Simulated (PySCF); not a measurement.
# C2H9AsGeO: magnetic properties

Wanted: magnetic properties for C2H9AsGeO (`CC[O][GeH2][AsH2]`).

Computed with PySCF 2.14.0 and routines of our own; the level stands in each step. Atoms count from 0.

## (1) The starting structure

14 atoms, charge 0, multiplicity 1; geometry from: PBE0-D3(BJ)/def2-SVP.

## (2) Magnetic properties: GIAO LDA/pcSseg-1

Job settings and geometry (Å):

```
{"job": {"kind": "mag", "xc": "LDA", "basis": "pcSseg-1"}, "charge": 0, "multiplicity": 1}
C     -2.685267     0.741037     0.014093
C     -1.527836    -0.208461     0.220643
O     -0.396383     0.297761    -0.443930
Ge     1.125667    -0.635627    -0.441640
As     2.601473     0.703492    -1.795659
H     -3.588016     0.378746     0.528948
H     -2.433837     1.738327     0.404638
H     -2.908391     0.842826    -1.058377
H     -1.794674    -1.214746    -0.163378
H     -1.327582    -0.328418     1.305394
H      1.576321    -0.838406     1.024321
H      0.866616    -2.010552    -1.102352
H      2.932532     1.619940    -0.622521
H      3.777127    -0.217752    -1.472115
```

With the program's defaults for keys left out, this is: GIAO LDA/pcSseg-1 magnetisability, rotational g tensor and spin-rotation constants, non-relativistic, gas phase.

Command:

```bash
$ OMP_NUM_THREADS=1 python excited_run.py task.json out
```

This one command runs all jobs of the session in turn.

The program printed:

```text
coarse grid: 52536 points
cycle   1  E = -4461.3315808833  dE = -1.174e+00  |g| = 1.686e+00  |ddm| = 3.402e+00
cycle   2  E = -4459.8703231317  dE =  1.461e+00  |g| = 3.064e+00  |ddm| = 4.212e+00
cycle   3  E = -4461.3894287268  dE = -1.519e+00  |g| = 1.003e+00  |ddm| = 4.118e+00
cycle   4  E = -4461.5702226204  dE = -1.808e-01  |g| = 1.735e-01  |ddm| = 7.639e-01
cycle   5  E = -4461.5722429423  dE = -2.020e-03  |g| = 1.159e-01  |ddm| = 2.661e-01
cycle   6  E = -4461.5751252468  dE = -2.882e-03  |g| = 2.551e-02  |ddm| = 1.275e-01
cycle   7  E = -4461.5752565220  dE = -1.313e-04  |g| = 6.947e-03  |ddm| = 3.147e-02
cycle   8  E = -4461.5752680007  dE = -1.148e-05  |g| = 2.062e-03  |ddm| = 1.005e-02
cycle   9  E = -4461.5752688999  dE = -8.992e-07  |g| = 5.040e-04  |ddm| = 1.988e-03
final grid: 108088 points
cycle  10  E = -4461.5751243779  dE =  7.976e-08  |g| = 9.913e-04  |ddm| = 1.718e-03
cycle  11  E = -4461.5751235700  dE =  8.079e-07  |g| = 2.361e-03  |ddm| = 2.388e-03
cycle  12  E = -4461.5751245452  dE = -9.752e-07  |g| = 1.904e-04  |ddm| = 1.781e-03
cycle  13  E = -4461.5751245533  dE = -8.124e-09  |g| = 2.049e-05  |ddm| = 1.876e-04
cycle  14  E = -4461.5751245534  dE = -1.173e-10  |g| = 4.955e-06  |ddm| = 3.185e-05
converged SCF energy = -4461.5751245534

Magnetisability tensor (1e-30 J/T^2)
    -1565.07       26.49       27.32
       26.49    -1516.08        8.73
       27.32        8.73    -1453.22
isotropic -1511.45   principal values   -1580.44  -1510.11  -1443.82
isotropic susceptibility -91.022 1e-6 cm^3/mol

Inertial axes            a          b          c
rot. const./GHz      4.4585     0.7953     0.6910
chi total           -94.103    -91.608    -87.356
chi diamagnetic    -375.078  -1565.290  -1765.321
chi paramagnetic    280.975   1473.682   1677.965
quadrupole/D A        4.918     -3.160     -1.758
g nuclear            0.5705     0.5482     0.5410
g electronic        -0.5885    -0.5506    -0.5447
g total             -0.0181    -0.0024    -0.0037

Spin-rotation constants (kHz, H = +C I.J)
atom  isotope        aa         bb         cc
  4   75As        4.483      0.815      0.782
  5     1H        0.079     -0.079     -0.079
  6     1H       -0.462     -0.046     -0.016
  7     1H       -0.455     -0.047     -0.016
  8     1H       -0.415     -0.041      0.004
  9     1H       -0.408     -0.041      0.004
 10     1H       -0.323     -0.029      0.004
 11     1H       -0.326     -0.041      0.008
 12     1H       -0.442     -0.078      0.010
 13     1H       -0.264     -0.021     -0.075
  0    13C*       0.630      0.112      0.121
  1    13C*       0.766      0.200      0.185
  2    17O*      -0.520     -0.061     -0.062
  3   73Ge*      -1.335     -0.251     -0.260
* in the singly substituted isotopologue
```

Wall time 34 s (1 thread of Arm Neoverse V1, shared host); peak memory 0.72 GiB.

Key values:

```csv
quantity,value
magnetisability,-1511·10⁻³⁰ J/T²
molar susceptibility,-91.0·10⁻⁶ cm³/mol
"rotational g (a, b, c)","-0.0181, -0.0024, -0.0037"
```

## (3) Magnetic properties: GIAO KT1/pcSseg-1

Settings changed since step 2:

```diff
@@ -1,2 +1,2 @@
-{"job": {"kind": "mag", "xc": "LDA", "basis": "pcSseg-1"}, "charge": 0, "multiplicity": 1}
+{"job": {"kind": "mag", "xc": "KT1", "basis": "pcSseg-1"}, "charge": 0, "multiplicity": 1}
 C     -2.685267     0.741037     0.014093
```

Method: GIAO KT1/pcSseg-1 magnetisability, rotational g tensor and spin-rotation constants, non-relativistic, gas phase.

The program printed:

```text
coarse grid: 52536 points
cycle   1  E = -4480.1254567898  dE = -1.178e+00  |g| = 1.345e+00  |ddm| = 3.376e+00
cycle   2  E = -4479.0577612015  dE =  1.068e+00  |g| = 2.556e+00  |ddm| = 3.531e+00
cycle   3  E = -4480.2090375787  dE = -1.151e+00  |g| = 6.957e-01  |ddm| = 3.384e+00
cycle   4  E = -4480.3000584754  dE = -9.102e-02  |g| = 1.630e-01  |ddm| = 6.334e-01
cycle   5  E = -4480.3028932501  dE = -2.835e-03  |g| = 7.199e-02  |ddm| = 1.977e-01
cycle   6  E = -4480.3039888479  dE = -1.096e-03  |g| = 1.842e-02  |ddm| = 8.767e-02
cycle   7  E = -4480.3040622188  dE = -7.337e-05  |g| = 4.720e-03  |ddm| = 2.353e-02
cycle   8  E = -4480.3040677124  dE = -5.494e-06  |g| = 1.406e-03  |ddm| = 7.109e-03
final grid: 108088 points
cycle   9  E = -4480.3039457576  dE =  6.429e-07  |g| = 2.311e-03  |ddm| = 3.977e-03
cycle  10  E = -4480.3039428815  dE =  2.876e-06  |g| = 4.431e-03  |ddm| = 6.317e-03
cycle  11  E = -4480.3039467976  dE = -3.916e-06  |g| = 7.455e-04  |ddm| = 4.251e-03
cycle  12  E = -4480.3039469135  dE = -1.159e-07  |g| = 7.101e-05  |ddm| = 7.203e-04
cycle  13  E = -4480.3039469142  dE = -7.412e-10  |g| = 5.656e-06  |ddm| = 6.027e-05
converged SCF energy = -4480.3039469142

Magnetisability tensor (1e-30 J/T^2)
    -1548.40       27.23       26.32
       27.23    -1503.65        4.85
       26.32        4.85    -1439.65
isotropic -1497.23   principal values   -1565.14  -1494.71  -1431.86
isotropic susceptibility -90.166 1e-6 cm^3/mol

Inertial axes            a          b          c
rot. const./GHz      4.4585     0.7953     0.6910
chi total           -93.058    -90.691    -86.747
chi diamagnetic    -376.081  -1566.464  -1766.443
chi paramagnetic    283.023   1475.772   1679.696
quadrupole/D A        4.755     -3.035     -1.720
g nuclear            0.5705     0.5482     0.5410
g electronic        -0.5928    -0.5514    -0.5453
g total             -0.0223    -0.0032    -0.0043

Spin-rotation constants (kHz, H = +C I.J)
atom  isotope        aa         bb         cc
  4   75As        4.256      0.756      0.718
  5     1H        0.091     -0.080     -0.079
  6     1H       -0.468     -0.046     -0.016
  7     1H       -0.461     -0.047     -0.016
  8     1H       -0.419     -0.041      0.004
  9     1H       -0.411     -0.041      0.004
 10     1H       -0.332     -0.030      0.003
 11     1H       -0.335     -0.041      0.008
 12     1H       -0.451     -0.081      0.009
 13     1H       -0.265     -0.021     -0.077
  0    13C*       0.619      0.109      0.117
  1    13C*       0.749      0.191      0.176
  2    17O*      -0.519     -0.064     -0.061
  3   73Ge*      -1.247     -0.234     -0.242
* in the singly substituted isotopologue
```

Run time: 40 s. Hardware: 1 thread of Arm Neoverse V1, shared host; peak memory 0.84 GiB.

Key values:

```csv
quantity,value
magnetisability,-1497·10⁻³⁰ J/T²
molar susceptibility,-90.2·10⁻⁶ cm³/mol
"rotational g (a, b, c)","-0.0223, -0.0032, -0.0043"
```

## (4) Magnetic properties: GIAO B3LYP/def2-SVP

Settings changed since step 3:

```diff
@@ -1,2 +1,2 @@
-{"job": {"kind": "mag", "xc": "KT1", "basis": "pcSseg-1"}, "charge": 0, "multiplicity": 1}
+{"job": {"kind": "mag", "xc": "B3LYP", "basis": "def2-SVP"}, "charge": 0, "multiplicity": 1}
 C     -2.685267     0.741037     0.014093
```

Method: GIAO B3LYP/def2-SVP magnetisability, rotational g tensor and spin-rotation constants, non-relativistic, gas phase.

The program printed:

```text
coarse grid: 52536 points
cycle   1  E = -4469.0510375796  dE = -1.077e+00  |g| = 8.517e-01  |ddm| = 3.585e+00
cycle   2  E = -4468.6392613210  dE =  4.118e-01  |g| = 1.652e+00  |ddm| = 2.760e+00
cycle   3  E = -4469.1742081212  dE = -5.349e-01  |g| = 1.918e-01  |ddm| = 2.193e+00
cycle   4  E = -4469.1803617621  dE = -6.154e-03  |g| = 6.331e-02  |ddm| = 2.155e-01
cycle   5  E = -4469.1810180451  dE = -6.563e-04  |g| = 1.415e-02  |ddm| = 6.579e-02
cycle   6  E = -4469.1810551122  dE = -3.707e-05  |g| = 3.172e-03  |ddm| = 1.645e-02
cycle   7  E = -4469.1810572780  dE = -2.166e-06  |g| = 6.225e-04  |ddm| = 4.329e-03
final grid: 108088 points
cycle   8  E = -4469.1809352082  dE =  3.943e-09  |g| = 7.406e-04  |ddm| = 1.853e-03
cycle   9  E = -4469.1809351393  dE =  6.889e-08  |g| = 9.378e-04  |ddm| = 1.789e-03
cycle  10  E = -4469.1809353384  dE = -1.991e-07  |g| = 1.022e-04  |ddm| = 9.897e-04
cycle  11  E = -4469.1809353405  dE = -2.039e-09  |g| = 1.565e-05  |ddm| = 1.031e-04
cycle  12  E = -4469.1809353405  dE = -3.001e-11  |g| = 3.039e-06  |ddm| = 1.929e-05
converged SCF energy = -4469.1809353405

Magnetisability tensor (1e-30 J/T^2)
    -1528.45       26.86       24.43
       26.86    -1483.98        1.08
       24.43        1.08    -1423.58
isotropic -1478.67   principal values   -1545.00  -1473.61  -1417.40
isotropic susceptibility -89.048 1e-6 cm^3/mol

Inertial axes            a          b          c
rot. const./GHz      4.4585     0.7953     0.6910
chi total           -91.797    -89.395    -85.951
chi diamagnetic    -374.310  -1565.381  -1765.429
chi paramagnetic    282.513   1475.986   1679.477
quadrupole/D A        3.936     -2.684     -1.252
g nuclear            0.5705     0.5482     0.5410
g electronic        -0.5917    -0.5514    -0.5452
g total             -0.0213    -0.0032    -0.0042

Spin-rotation constants (kHz, H = +C I.J)
atom  isotope        aa         bb         cc
  4   75As        4.144      0.746      0.694
  5     1H        0.087     -0.081     -0.080
  6     1H       -0.473     -0.047     -0.017
  7     1H       -0.466     -0.048     -0.017
  8     1H       -0.426     -0.043      0.002
  9     1H       -0.419     -0.043      0.001
 10     1H       -0.344     -0.032      0.001
 11     1H       -0.345     -0.042      0.005
 12     1H       -0.456     -0.081      0.010
 13     1H       -0.264     -0.021     -0.078
  0    13C*       0.566      0.103      0.107
  1    13C*       0.690      0.178      0.160
  2    17O*      -0.437     -0.062     -0.048
  3   73Ge*      -1.140     -0.214     -0.215
* in the singly substituted isotopologue
```

Run time: 30 s. Hardware: 1 thread of Arm Neoverse V1, shared host; peak memory 0.82 GiB.

Key values:

```
              quantity                      value
       magnetisability           -1479·10⁻³⁰ J/T²
  molar susceptibility         -89.0·10⁻⁶ cm³/mol
rotational g (a, b, c)  -0.0213, -0.0032, -0.0042
```

## (5) Magnetic properties: GIAO B3LYP/6-311G**

Settings changed since step 4:

```diff
@@ -1,2 +1,2 @@
-{"job": {"kind": "mag", "xc": "B3LYP", "basis": "def2-SVP"}, "charge": 0, "multiplicity": 1}
+{"job": {"kind": "mag", "xc": "B3LYP", "basis": "6-311G**"}, "charge": 0, "multiplicity": 1}
 C     -2.685267     0.741037     0.014093
```

Level: GIAO B3LYP/6-311G** magnetisability, rotational g tensor and spin-rotation constants, non-relativistic, gas phase.

The program printed:

```text
coarse grid: 52536 points
cycle   1  E = -4469.5983297171  dE = -3.948e+00  |g| = 2.441e+00  |ddm| = 2.821e+00
cycle   2  E = -4469.0557705467  dE =  5.426e-01  |g| = 2.323e+00  |ddm| = 2.493e+00
cycle   3  E = -4469.6047176850  dE = -5.489e-01  |g| = 1.099e+00  |ddm| = 2.499e+00
cycle   4  E = -4469.8006737515  dE = -1.960e-01  |g| = 2.673e-01  |ddm| = 7.650e-01
cycle   5  E = -4469.8067336303  dE = -6.060e-03  |g| = 8.918e-02  |ddm| = 1.952e-01
cycle   6  E = -4469.8078646803  dE = -1.131e-03  |g| = 2.062e-02  |ddm| = 6.797e-02
cycle   7  E = -4469.8079137895  dE = -4.911e-05  |g| = 3.731e-03  |ddm| = 1.221e-02
cycle   8  E = -4469.8079158780  dE = -2.089e-06  |g| = 8.694e-04  |ddm| = 3.873e-03
final grid: 108088 points
cycle   9  E = -4469.8079181779  dE =  1.532e-08  |g| = 1.213e-03  |ddm| = 2.542e-03
cycle  10  E = -4469.8079180338  dE =  1.441e-07  |g| = 1.717e-03  |ddm| = 2.433e-03
cycle  11  E = -4469.8079184592  dE = -4.254e-07  |g| = 1.073e-04  |ddm| = 1.228e-03
cycle  12  E = -4469.8079184628  dE = -3.562e-09  |g| = 3.047e-05  |ddm| = 1.367e-04
cycle  13  E = -4469.8079184630  dE = -1.673e-10  |g| = 4.946e-06  |ddm| = 2.543e-05
converged SCF energy = -4469.8079184630

Magnetisability tensor (1e-30 J/T^2)
    -1533.86       27.40       25.30
       27.40    -1490.72        1.87
       25.30        1.87    -1427.47
isotropic -1484.02   principal values   -1551.13  -1480.12  -1420.80
isotropic susceptibility -89.369 1e-6 cm^3/mol

Inertial axes            a          b          c
rot. const./GHz      4.4585     0.7953     0.6910
chi total           -92.144    -89.801    -86.163
chi diamagnetic    -375.142  -1566.156  -1766.299
chi paramagnetic    282.997   1476.355   1680.136
quadrupole/D A        3.947     -2.770     -1.177
g nuclear            0.5705     0.5482     0.5410
g electronic        -0.5928    -0.5516    -0.5454
g total             -0.0223    -0.0034    -0.0044

Spin-rotation constants (kHz, H = +C I.J)
atom  isotope        aa         bb         cc
  4   75As        4.604      0.822      0.768
  5     1H        0.088     -0.081     -0.080
  6     1H       -0.474     -0.047     -0.017
  7     1H       -0.467     -0.048     -0.016
  8     1H       -0.425     -0.043      0.002
  9     1H       -0.418     -0.043      0.001
 10     1H       -0.343     -0.031      0.002
 11     1H       -0.344     -0.042      0.006
 12     1H       -0.457     -0.081      0.011
 13     1H       -0.263     -0.021     -0.078
  0    13C*       0.628      0.112      0.118
  1    13C*       0.759      0.192      0.176
  2    17O*      -0.455     -0.062     -0.058
  3   73Ge*      -1.271     -0.238     -0.242
* in the singly substituted isotopologue
```

Wall time 41 s (1 thread of Arm Neoverse V1, shared host); peak memory 0.92 GiB.

From this job:

```
              quantity                      value
       magnetisability           -1484·10⁻³⁰ J/T²
  molar susceptibility         -89.4·10⁻⁶ cm³/mol
rotational g (a, b, c)  -0.0223, -0.0034, -0.0044
```

## (6) Magnetic properties: GIAO B3LYP/cc-pVDZ

Settings changed since step 5:

```diff
@@ -1,2 +1,2 @@
-{"job": {"kind": "mag", "xc": "B3LYP", "basis": "6-311G**"}, "charge": 0, "multiplicity": 1}
+{"job": {"kind": "mag", "xc": "B3LYP", "basis": "cc-pVDZ"}, "charge": 0, "multiplicity": 1}
 C     -2.685267     0.741037     0.014093
```

With the program's defaults for keys left out, this is: GIAO B3LYP/cc-pVDZ magnetisability, rotational g tensor and spin-rotation constants, non-relativistic, gas phase.

The program printed:

```text
coarse grid: 52536 points
cycle   1  E = -4469.6540097837  dE = -9.717e-01  |g| = 7.641e-01  |ddm| = 6.585e+00
cycle   2  E = -4469.2495118420  dE =  4.045e-01  |g| = 1.578e+00  |ddm| = 3.446e+00
cycle   3  E = -4469.7717861286  dE = -5.223e-01  |g| = 1.250e-01  |ddm| = 2.368e+00
cycle   4  E = -4469.7745980411  dE = -2.812e-03  |g| = 6.456e-02  |ddm| = 3.290e-01
cycle   5  E = -4469.7756476405  dE = -1.050e-03  |g| = 8.213e-03  |ddm| = 1.361e-01
cycle   6  E = -4469.7756665933  dE = -1.895e-05  |g| = 2.060e-03  |ddm| = 1.809e-02
cycle   7  E = -4469.7756676101  dE = -1.017e-06  |g| = 5.875e-04  |ddm| = 4.303e-03
final grid: 108088 points
cycle   8  E = -4469.7755751144  dE =  1.464e-08  |g| = 7.134e-04  |ddm| = 2.809e-03
cycle   9  E = -4469.7755750402  dE =  7.413e-08  |g| = 8.968e-04  |ddm| = 2.800e-03
cycle  10  E = -4469.7755752408  dE = -2.005e-07  |g| = 5.035e-05  |ddm| = 1.571e-03
cycle  11  E = -4469.7755752413  dE = -5.220e-10  |g| = 1.350e-05  |ddm| = 8.131e-05
converged SCF energy = -4469.7755752413

Magnetisability tensor (1e-30 J/T^2)
    -1523.83       25.10       23.40
       25.10    -1486.53        1.62
       23.40        1.62    -1426.14
isotropic -1478.83   principal values   -1540.09  -1476.41  -1419.99
isotropic susceptibility -89.057 1e-6 cm^3/mol

Inertial axes            a          b          c
rot. const./GHz      4.4585     0.7953     0.6910
chi total           -91.568    -89.502    -86.102
chi diamagnetic    -373.992  -1565.318  -1765.270
chi paramagnetic    282.424   1475.816   1679.168
quadrupole/D A        3.702     -2.485     -1.217
g nuclear            0.5705     0.5482     0.5410
g electronic        -0.5916    -0.5514    -0.5451
g total             -0.0211    -0.0032    -0.0041

Spin-rotation constants (kHz, H = +C I.J)
atom  isotope        aa         bb         cc
  4   75As        4.019      0.720      0.674
  5     1H        0.093     -0.081     -0.080
  6     1H       -0.471     -0.047     -0.017
  7     1H       -0.464     -0.048     -0.016
  8     1H       -0.425     -0.042      0.003
  9     1H       -0.417     -0.042      0.002
 10     1H       -0.343     -0.032      0.001
 11     1H       -0.344     -0.042      0.005
 12     1H       -0.456     -0.082      0.010
 13     1H       -0.265     -0.021     -0.078
  0    13C*       0.561      0.101      0.106
  1    13C*       0.684      0.176      0.161
  2    17O*      -0.431     -0.063     -0.052
  3   73Ge*      -1.061     -0.199     -0.204
* in the singly substituted isotopologue
```

Run time: 27 s. Hardware: 1 thread of Arm Neoverse V1, shared host; peak memory 0.8 GiB.

From this job:

```csv
quantity,value
magnetisability,-1479·10⁻³⁰ J/T²
molar susceptibility,-89.1·10⁻⁶ cm³/mol
"rotational g (a, b, c)","-0.0211, -0.0032, -0.0041"
```

## (7) Magnetic properties: GIAO B3LYP/ANO-RCC-VDZP

Settings changed since step 6:

```diff
@@ -1,2 +1,2 @@
-{"job": {"kind": "mag", "xc": "B3LYP", "basis": "cc-pVDZ"}, "charge": 0, "multiplicity": 1}
+{"job": {"kind": "mag", "xc": "B3LYP", "basis": "ANO-RCC-VDZP"}, "charge": 0, "multiplicity": 1}
 C     -2.685267     0.741037     0.014093
```

With the program's defaults for keys left out, this is: GIAO B3LYP/ANO-RCC-VDZP magnetisability, rotational g tensor and spin-rotation constants, non-relativistic, gas phase.

ANO-RCC is contracted for a relativistic Hamiltonian, so without one its core functions misfit and properties at heavier nuclei are off.

The program printed:

```text
coarse grid: 52536 points
cycle   1  E = -4440.8619091351  dE =  2.897e-01  |g| = 9.755e-01  |ddm| = 4.710e+00
cycle   2  E = -4440.3464219372  dE =  5.155e-01  |g| = 1.901e+00  |ddm| = 3.083e+00
cycle   3  E = -4441.0031100795  dE = -6.567e-01  |g| = 2.538e-01  |ddm| = 2.588e+00
cycle   4  E = -4441.0136129039  dE = -1.050e-02  |g| = 8.212e-02  |ddm| = 3.013e-01
cycle   5  E = -4441.0145686109  dE = -9.557e-04  |g| = 1.341e-02  |ddm| = 6.607e-02
cycle   6  E = -4441.0146026128  dE = -3.400e-05  |g| = 4.629e-03  |ddm| = 2.033e-02
cycle   7  E = -4441.0146080684  dE = -5.456e-06  |g| = 6.178e-04  |ddm| = 5.136e-03
final grid: 108088 points
cycle   8  E = -4441.0146538421  dE =  4.963e-08  |g| = 8.552e-04  |ddm| = 1.943e-03
cycle   9  E = -4441.0146535795  dE =  2.627e-07  |g| = 1.403e-03  |ddm| = 2.411e-03
cycle  10  E = -4441.0146540069  dE = -4.274e-07  |g| = 2.026e-04  |ddm| = 1.590e-03
cycle  11  E = -4441.0146540155  dE = -8.595e-09  |g| = 1.466e-05  |ddm| = 1.778e-04
cycle  12  E = -4441.0146540155  dE = -1.546e-11  |g| = 2.519e-06  |ddm| = 1.624e-05
converged SCF energy = -4441.0146540155

Magnetisability tensor (1e-30 J/T^2)
    -1548.49       36.61       28.17
       36.61    -1492.57        3.61
       28.17        3.61    -1413.98
isotropic -1485.01   principal values   -1570.24  -1477.98  -1406.82
isotropic susceptibility -89.430 1e-6 cm^3/mol

Inertial axes            a          b          c
rot. const./GHz      4.4585     0.7953     0.6910
chi total           -92.785    -90.110    -85.394
chi diamagnetic    -375.863  -1566.470  -1766.650
chi paramagnetic    283.078   1476.360   1681.256
quadrupole/D A        4.386     -3.021     -1.365
g nuclear            0.5705     0.5482     0.5410
g electronic        -0.5929    -0.5516    -0.5458
g total             -0.0225    -0.0034    -0.0048

Spin-rotation constants (kHz, H = +C I.J)
atom  isotope        aa         bb         cc
  4   75As        4.055      0.734      0.661
  5     1H        0.096     -0.080     -0.079
  6     1H       -0.468     -0.045     -0.017
  7     1H       -0.461     -0.047     -0.016
  8     1H       -0.423     -0.043      0.003
  9     1H       -0.415     -0.043      0.003
 10     1H       -0.343     -0.034      0.001
 11     1H       -0.348     -0.044      0.006
 12     1H       -0.470     -0.082      0.009
 13     1H       -0.275     -0.022     -0.078
  0    13C*       0.617      0.112      0.117
  1    13C*       0.752      0.190      0.173
  2    17O*      -0.434     -0.071     -0.062
  3   73Ge*      -0.721     -0.170     -0.152
* in the singly substituted isotopologue
```

It took 53 s on 1 thread of Arm Neoverse V1, shared host; peak memory 0.82 GiB.

In short:

```csv
quantity,value
magnetisability,-1485·10⁻³⁰ J/T²
molar susceptibility,-89.4·10⁻⁶ cm³/mol
"rotational g (a, b, c)","-0.0225, -0.0034, -0.0048"
```

## (8) Magnetic properties side by side

```csv
level,ξ (10⁻³⁰ J/T²),g(a),g(b),gap (eV),functions,time
GIAO LDA/pcSseg-1,-1511,-0.0181,-0.0024,5.14,178,34 s
GIAO KT1/pcSseg-1,-1497,-0.0223,-0.0032,5.24,178,40 s
GIAO B3LYP/def2-SVP,-1479,-0.0213,-0.0032,7.23,151,30 s
GIAO B3LYP/6-311G**,-1484,-0.0223,-0.0034,6.99,196,41 s
GIAO B3LYP/cc-pVDZ,-1479,-0.0211,-0.0032,7.11,141,27 s
GIAO B3LYP/ANO-RCC-VDZP,-1485,-0.0225,-0.0034,6.86,141,53 s
```

## (9) Results

| quantity | value |
| --- | --- |
| magnetisability (step 2, GIAO LDA/pcSseg-1) | -1511·10⁻³⁰ J/T² |
| molar susceptibility (step 2, GIAO LDA/pcSseg-1) | -91.0·10⁻⁶ cm³/mol |
| rotational g (a, b, c) (step 2, GIAO LDA/pcSseg-1) | -0.0181, -0.0024, -0.0037 |
| magnetisability over the levels | -1511 to -1479·10⁻³⁰ J/T² |

**Reading.** Steps that list no spin-orbit terms leave them out, which matters at and beside the heavy atoms. The magnetisability spreads by 2.2 % over 6 levels, from GIAO LDA/pcSseg-1 (34 s) to GIAO B3LYP/def2-SVP (30 s); the runs took 27 s to 53 s. Vibrational averaging and real surroundings are missing from these values.
